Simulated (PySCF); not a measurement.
**CH₄BNP₂: electronic excitations and core binding energies**

What electronic excitations and core binding energies should CH₄BNP₂ (`N#CB(P)P`) show?

Programs: PySCF 2.14.0, with density-fitted response routines of our own. Each step states its level of theory. These are calculated values for one molecule in the gas phase, unless marked as measured. Atoms count from 0, in the outputs and in this text.

**1. The molecule as given**

9 atoms, charge 0, multiplicity 1; geometry from: GFN2-xTB.

Bonds of the start (Å): N0–C1 1.15, C1–B2 1.51, B2–P3 1.88, B2–P4 1.88, P3–H5 1.38, P3–H6 1.38, P4–H7 1.38, P4–H8 1.38.

**2. Ultraviolet spectrum: CAM-B3LYP/def2-SVPD**

The job: settings as JSON, then the geometry in Å.

```
{"job": {"kind": "uv", "xc": "CAM-B3LYP", "basis": "def2-SVPD", "nstates": 8, "ntriplets": 3}, "charge": 0, "multiplicity": 1}
N      0.339182     2.836477     0.261126
C      0.166311     1.724043     0.025060
B     -0.039425     0.244134    -0.209411
P      1.349592    -0.725822    -1.013331
P     -1.778603    -0.441938    -0.060306
H      1.274509    -1.925454    -0.327111
H      2.439473    -0.229133    -0.323364
H     -1.534220    -1.669621     0.530892
H     -2.203257     0.193308     1.091265
```

With the program's defaults for keys left out, this is: TDDFT CAM-B3LYP/def2-SVPD, vertical, gas phase, core orbitals frozen in the response.

The run is started by

```bash
$ OMP_NUM_THREADS=1 python probes_run.py task.json out
```

One launch serves the whole session: the jobs run in the order shown.

What it wrote:

```text
coarse grid: 8968 points
cycle   1  E = -802.3170389897  dE =  4.856e-01  |g| = 3.507e-01  |ddm| = 3.797e+00
cycle   2  E = -802.2650240292  dE =  5.201e-02  |g| = 6.416e-01  |ddm| = 1.057e+00
cycle   3  E = -802.3569351221  dE = -9.191e-02  |g| = 3.060e-02  |ddm| = 5.995e-01
cycle   4  E = -802.3573003152  dE = -3.652e-04  |g| = 1.711e-02  |ddm| = 1.042e-01
cycle   5  E = -802.3574022470  dE = -1.019e-04  |g| = 2.323e-03  |ddm| = 3.245e-02
cycle   6  E = -802.3574055881  dE = -3.341e-06  |g| = 6.361e-04  |ddm| = 6.512e-03
final grid: 78752 points
cycle   7  E = -802.4526451600  dE = -9.831e-06  |g| = 1.298e-03  |ddm| = 3.888e-02
cycle   8  E = -802.4526454513  dE = -2.913e-07  |g| = 1.018e-03  |ddm| = 5.152e-03
cycle   9  E = -802.4526457530  dE = -3.017e-07  |g| = 1.374e-04  |ddm| = 1.533e-03
cycle  10  E = -802.4526457575  dE = -4.453e-09  |g| = 1.423e-04  |ddm| = 4.038e-04
cycle  11  E = -802.4526457625  dE = -5.019e-09  |g| = 4.696e-05  |ddm| = 1.476e-04
cycle  12  E = -802.4526457631  dE = -6.478e-10  |g| = 8.398e-06  |ddm| = 7.325e-05
converged SCF energy = -802.4526457631

Static polarisability (au): isotropic 85.199, principal 61.348 94.371 99.877

Singlet excitations
state   eV       nm        f      main configurations
  1   4.0036    309.7   0.10522   H->L 0.90, H-2->L 0.08
  2   5.1644    240.1   0.09403   H-1->L 0.93
  3   5.3619    231.2   0.08060   H-2->L 0.87
  4   6.3412    195.5   0.00040   H->L+1 0.51, H->L+3 0.39
  5   6.3882    194.1   0.02572   H-3->L 0.81
  6   6.4676    191.7   0.01402   H-4->L 0.81
  7   6.6225    187.2   0.00389   H->L+3 0.48, H->L+1 0.41
  8   6.8151    181.9   0.02376   H->L+2 0.58, H-5->L 0.25

Triplet excitations (Tamm-Dancoff, eV): 3.1099 3.9432 4.8911
```

Run time: 55 s. Hardware: 1 thread of Intel Xeon at 2.50GHz, shared host; peak memory 0.6 GiB.

The orbitals next to the gap, with their largest atomic shares:

| orbital | eV | atoms |
| --- | --- | --- |
| HOMO−3 | -11.86 | N0 46 %, C1 27 %, B2 11 % |
| HOMO−2 | -10.96 | N0 27 %, C1 19 %, P4 14 % |
| HOMO−1 | -9.95 | P4 29 %, P3 29 %, B2 16 % |
| HOMO | -8.88 | P3 34 %, P4 34 %, B2 14 % |
| LUMO | -1.84 | B2 35 %, C1 16 %, N0 14 % |
| LUMO+1 | 0.54 | B2 43 %, P3 14 %, P4 14 % |
| LUMO+2 | 1.01 | N0 24 %, C1 21 %, P3 14 % |

With each of the 8 states as a Gaussian band of 0.4 eV half-width at 1/e, the curve within the window shown has maxima at 309 nm (ε 4,300), 236 nm (ε 6,700), 189 nm (ε 2,200) L/(mol cm). Beyond the last state computed it falls off for lack of states. The curve at chosen wavelengths:

```json
{"nm": "174", "ε (L/mol/cm)": "663"}
{"nm": "182", "ε (L/mol/cm)": "1731"}
{"nm": "189", "ε (L/mol/cm)": "2213"}
{"nm": "197", "ε (L/mol/cm)": "1714"}
{"nm": "204", "ε (L/mol/cm)": "993"}
{"nm": "212", "ε (L/mol/cm)": "1212"}
{"nm": "220", "ε (L/mol/cm)": "3112"}
{"nm": "227", "ε (L/mol/cm)": "5334"}
{"nm": "235", "ε (L/mol/cm)": "6647"}
{"nm": "242", "ε (L/mol/cm)": "6008"}
{"nm": "250", "ε (L/mol/cm)": "4060"}
{"nm": "258", "ε (L/mol/cm)": "2203"}
{"nm": "265", "ε (L/mol/cm)": "1274"}
{"nm": "273", "ε (L/mol/cm)": "1091"}
{"nm": "280", "ε (L/mol/cm)": "1549"}
{"nm": "288", "ε (L/mol/cm)": "2488"}
{"nm": "296", "ε (L/mol/cm)": "3478"}
{"nm": "303", "ε (L/mol/cm)": "4076"}
{"nm": "311", "ε (L/mol/cm)": "4250"}
{"nm": "318", "ε (L/mol/cm)": "3962"}
{"nm": "326", "ε (L/mol/cm)": "3290"}
{"nm": "334", "ε (L/mol/cm)": "2479"}
{"nm": "341", "ε (L/mol/cm)": "1807"}
{"nm": "349", "ε (L/mol/cm)": "1177"}
{"nm": "356", "ε (L/mol/cm)": "769"}
{"nm": "364", "ε (L/mol/cm)": "450"}
```

Leading natural transition orbitals of singlet state 1: the hole lies on P3, P4 about 27 % each; B2 17 %; N0 10 %; the particle on B2 49 %; N0 16 %; C1 9 %.

Ground-state properties from the same run:

| property | computed |
| --- | --- |
| dipole moment (D) | 3.62 |
| polarisability (Å³) | 12.63 |
| HOMO–LUMO gap (eV) | 7.04 |
| −ε(HOMO) (eV) | 8.88 |

The fields below are evaluated on a grid from the run's orbitals.

Frontier orbitals at CAM-B3LYP/def2-SVPD, with the share of their density that lies nearest to each atom:

```csv
orbital,energy (eV),lies on
HOMO,-8.88,"P3, P4 about 34 % each; B2 10 %"
LUMO,-1.84,B2 46 %; N0 16 %; C1 9 %
```

ELF in a plane through or near 6 of the atoms.

Ten even steps from ' ' (0.00) to '@' (1.00):
```
                                                        
                        ........                        
                    ..==########==..                    
                  ..++##@@@@@@@@##++..                  
                  ::++##%%==++%%##++::                  
                  ::==**##++**##**==::                  
                  ..==**##====##**==..                  
            ..      ..==**++++**==..      ..            
        ::%%@@@@##....::**##%%**::....##@@@@%%::        
      ..**@@@@@@@@##++##++  ..++##++##@@@@@@@@**..      
      ..++@@@@@@@@****%%%%====%%%%****@@@@@@@@++..      
        ..==****++--==++++====++++==--++****==..        
            ..==##@@@@%%::    ::%%@@@@##==..            
            ..##@@@@@@@@++    ++@@@@@@@@##..            
              ++@@@@@@@@--    ::@@@@@@@@++              
                ..====::        ::====..                
                                                        
                                                        
                                                        
                                                        
```
The map spans 10.1 Å across and 10.9 Å up, centred on the molecule. Atoms in the plane (x, y in Å): N0 (0.0, 2.9), C1 (0.0, 1.7), H5 (1.5, -1.8), H6 (2.4, 0.0), H7 (-1.5, -1.8), H8 (-2.4, 0.0).

On the surface of density 0.002 e/bohr³ the electrostatic potential runs, from the 1st to the 99th percentile, from -1.61 V near N0 to 1.37 V near H5.

**3. Core-electron binding energies: SCAN, X2C**

Same as in step 2 but for these lines:

```diff
@@ -1,2 +1,2 @@
-{"job": {"kind": "uv", "xc": "CAM-B3LYP", "basis": "def2-SVPD", "nstates": 8, "ntriplets": 3}, "charge": 0, "multiplicity": 1}
+{"job": {"kind": "xps"}, "charge": 0, "multiplicity": 1}
 N      0.339182     2.836477     0.261126
```

Level: delta-SCF UKS SCAN, pcX-2 on the ionised atom, pcseg-1 elsewhere, spin-free X2C.

What it wrote:

```text
ground state, core basis on atom 0 (N), 129 functions
  cycle   1  E = -804.25054599  |g| = 3.12e-01
  cycle   2  E = -804.16544106  |g| = 6.81e-01
  cycle   3  E = -804.26964520  |g| = 1.94e-01
  cycle   4  E = -804.27904585  |g| = 3.01e-02
  cycle   5  E = -804.27922496  |g| = 1.88e-02
  cycle   6  E = -804.27935954  |g| = 3.95e-03
  cycle   7  E = -804.27936463  |g| = 1.32e-03
  cycle   8  E = -804.27936610  |g| = 2.03e-04
  E(ground) = -804.32506176 Eh
hole in N 1s of atom 0
  cycle   1  E = -788.67812504  |g| = 1.84e+00
  cycle   2  E = -785.27495613  |g| = 2.68e+00
  cycle   3  E = -788.81240785  |g| = 8.81e-01
  cycle   4  E = -789.20955789  |g| = 5.42e-01
  cycle   5  E = -789.32185458  |g| = 3.53e-01
  cycle   6  E = -789.39489472  |g| = 8.00e-02
  cycle   7  E = -789.39933589  |g| = 2.79e-02
  cycle   8  E = -789.39970569  |g| = 1.26e-02
  cycle   9  E = -789.39980694  |g| = 7.69e-03
  cycle  10  E = -789.39982402  |g| = 7.59e-03
  cycle  11  E = -789.39988951  |g| = 2.18e-03
  cycle  12  E = -789.39989815  |g| = 8.58e-04
  cycle  13  E = -789.39989745  |g| = 2.27e-04
  E(ion) = -789.44625896 Eh   <S^2> = 0.8134   hole on atom = 1.000   binding energy = 404.873 eV
ground state, core basis on atom 1 (C), 129 functions
  cycle   1  E = -804.26855917  |g| = 5.99e-02
  cycle   2  E = -804.26781708  |g| = 6.13e-02
  cycle   3  E = -804.26774170  |g| = 6.31e-02
  cycle   4  E = -804.26864727  |g| = 1.01e-02
  cycle   5  E = -804.26868176  |g| = 1.29e-03
  cycle   6  E = -804.26868234  |g| = 2.59e-04
  E(ground) = -804.31817515 Eh
hole in C 1s of atom 1
  cycle   1  E = -792.99656371  |g| = 1.50e+00
  cycle   2  E = -789.25117075  |g| = 2.53e+00
  cycle   3  E = -792.51445537  |g| = 1.20e+00
  cycle   4  E = -793.35106585  |g| = 6.91e-01
  cycle   5  E = -793.48242047  |g| = 3.61e-01
  cycle   6  E = -793.54103252  |g| = 1.16e-01
  cycle   7  E = -793.55006883  |g| = 3.44e-02
  cycle   8  E = -793.55105251  |g| = 1.14e-02
  cycle   9  E = -793.55119885  |g| = 5.27e-03
  cycle  10  E = -793.55124644  |g| = 3.89e-03
  cycle  11  E = -793.55125793  |g| = 5.00e-03
  cycle  12  E = -793.55129591  |g| = 1.17e-03
  cycle  13  E = -793.55129635  |g| = 5.16e-04
  cycle  14  E = -793.55129723  |g| = 1.39e-04
  E(ion) = -793.59920726 Eh   <S^2> = 0.8085   hole on atom = 1.000   binding energy = 291.678 eV
ground state, core basis on atom 2 (B), 129 functions
  cycle   1  E = -804.25640811  |g| = 6.00e-02
  cycle   2  E = -804.25307272  |g| = 1.20e-01
  cycle   3  E = -804.25662344  |g| = 3.54e-02
  cycle   4  E = -804.25680014  |g| = 1.86e-02
  cycle   5  E = -804.25691902  |g| = 1.31e-03
  cycle   6  E = -804.25692122  |g| = 3.56e-04
  E(ground) = -804.30597331 Eh
hole in B 1s of atom 2
  cycle   1  E = -796.59064034  |g| = 1.18e+00
  cycle   2  E = -794.84177335  |g| = 2.11e+00
  cycle   3  E = -796.82345736  |g| = 6.37e-01
  cycle   4  E = -796.87312510  |g| = 5.62e-01
  cycle   5  E = -796.99080634  |g| = 2.43e-01
  cycle   6  E = -797.03233700  |g| = 4.52e-02
  cycle   7  E = -797.03374359  |g| = 1.99e-02
  cycle   8  E = -797.03398927  |g| = 1.28e-02
  cycle   9  E = -797.03406042  |g| = 1.18e-02
  cycle  10  E = -797.03424928  |g| = 4.05e-03
  cycle  11  E = -797.03428754  |g| = 2.47e-03
  cycle  12  E = -797.03430648  |g| = 1.12e-03
  cycle  13  E = -797.03430948  |g| = 4.50e-04
  E(ion) = -797.08528974 Eh   <S^2> = 0.8556   hole on atom = 1.000   binding energy = 196.485 eV
ground state, core basis on atom 3 (P), 140 functions
  cycle   1  E = -804.37725955  |g| = 3.39e-01
  cycle   2  E = -804.37682351  |g| = 4.81e-02
  cycle   3  E = -804.37405686  |g| = 1.12e-01
  cycle   4  E = -804.37743281  |g| = 2.67e-02
  cycle   5  E = -804.37762488  |g| = 4.00e-03
  cycle   6  E = -804.37762734  |g| = 1.16e-03
  cycle   7  E = -804.37762647  |g| = 1.39e-04
  E(ground) = -804.39526005 Eh
hole in P 1s of atom 3
  cycle   1  E = -724.20188895  |g| = 4.72e+00
  cycle   2  E = -722.55514224  |g| = 2.57e+00
  cycle   3  E = -715.95927126  |g| = 2.76e+00
  cycle   4  E = -725.27627928  |g| = 3.55e-01
  cycle   5  E = -725.12548627  |g| = 5.33e-01
  cycle   6  E = -725.32861797  |g| = 2.00e-01
  cycle   7  E = -725.35318515  |g| = 6.65e-02
  cycle   8  E = -725.35347768  |g| = 5.83e-02
  cycle   9  E = -725.35536391  |g| = 9.17e-03
  cycle  10  E = -725.35540592  |g| = 3.12e-03
  cycle  11  E = -725.35541285  |g| = 7.17e-04
  cycle  12  E = -725.35541332  |g| = 2.23e-04
  E(ion) = -725.37373418 Eh   <S^2> = 0.7518   hole on atom = 1.000   binding energy = 2150.285 eV
hole in P 2p of atom 3
  cycle   1  E = -798.93630175  |g| = 1.39e+00
  cycle   2  E = -797.23529952  |g| = 1.74e+00
  cycle   3  E = -798.71217830  |g| = 9.05e-01
  cycle   4  E = -799.27989471  |g| = 3.21e-01
  cycle   5  E = -799.23658332  |g| = 4.18e-01
  cycle   6  E = -799.32909251  |g| = 6.19e-02
  cycle   7  E = -799.33133185  |g| = 2.96e-02
  cycle   8  E = -799.33192767  |g| = 1.46e-02
  cycle   9  E = -799.33207060  |g| = 3.59e-03
  cycle  10  E = -799.33207744  |g| = 1.17e-03
  cycle  11  E = -799.33207928  |g| = 3.20e-04
  E(ion) = -799.35956680 Eh   <S^2> = 0.7532   hole on atom = 1.002   binding energy = 137.028 eV
  2p3/2 = 136.787 eV   2p1/2 = 137.677 eV
```

Run time: 97 s. Hardware: 1 thread of Intel Xeon at 2.50GHz, shared host; peak memory 0.46 GiB.

Binding energies by hole, beside the orbital energy of the ground state; the difference holds orbital relaxation and, for a density functional, its self-interaction error:

```
     hole  stands for                  environment  ΔSCF (eV; 2p as the shell's mean)  −ε (eV)   ⟨S²⟩
N1s on N0          N0             nitrile nitrogen                             404.87    386.3  0.813
C1s on C1          C1               nitrile carbon                             291.68    274.4  0.808
B1s on B2          B2       boron bonded to C, 2 P                  196.48 (doubtful)    181.7  0.856
P1s on P3      P3, P4  phosphorus bonded to B, 2 H                            2150.29   2093.2  0.752
P2p on P3      P3, P4  phosphorus bonded to B, 2 H                             137.08    126.2  0.753
```

Each hole run stands for the others of its class of like atoms.

Doubtful: the ion did not converge, its hole moved, or its ⟨S²⟩ is well above 0.75.

With the spin-orbit splitting: P3 2p3/2 136.79, 2p1/2 137.68 eV. The table gives each 2p level as the mean over the whole 2p shell (two parts 2p3/2, one part 2p1/2), which differs a little from the single hole in the log.

**4. What came out**

| quantity | value |
| --- | --- |
| lowest singlet (CAM-B3LYP/def2-SVPD) | 4.00 eV (310 nm), f = 0.105 |
| lowest triplet | 3.11 eV |
| surface potential, 1st and 99th percentile | -1.61 V and 1.37 V |
| N1s binding energies, SCAN/pcX-2 | N0 404.87 eV |
| C1s binding energies, SCAN/pcX-2 | C1 291.68 eV |
| P1s binding energies, SCAN/pcX-2 | P3 2150.29 eV |
| P2p binding energies, SCAN/pcX-2 | P3 137.08 eV |

In words: The first singlet state (HOMO→LUMO 0.90, HOMO−2→LUMO 0.08) lies at 4.00 eV and is bright. The lowest triplet lies 0.89 eV below the lowest singlet (triplets in Tamm-Dancoff, singlets in full TDDFT). At CAM-B3LYP/def2-SVPD, counted by nearest atom on the grid, the HOMO lies on P3, P4 about 34 % each; B2 10 %, the LUMO on B2 46 %; N0 16 %.
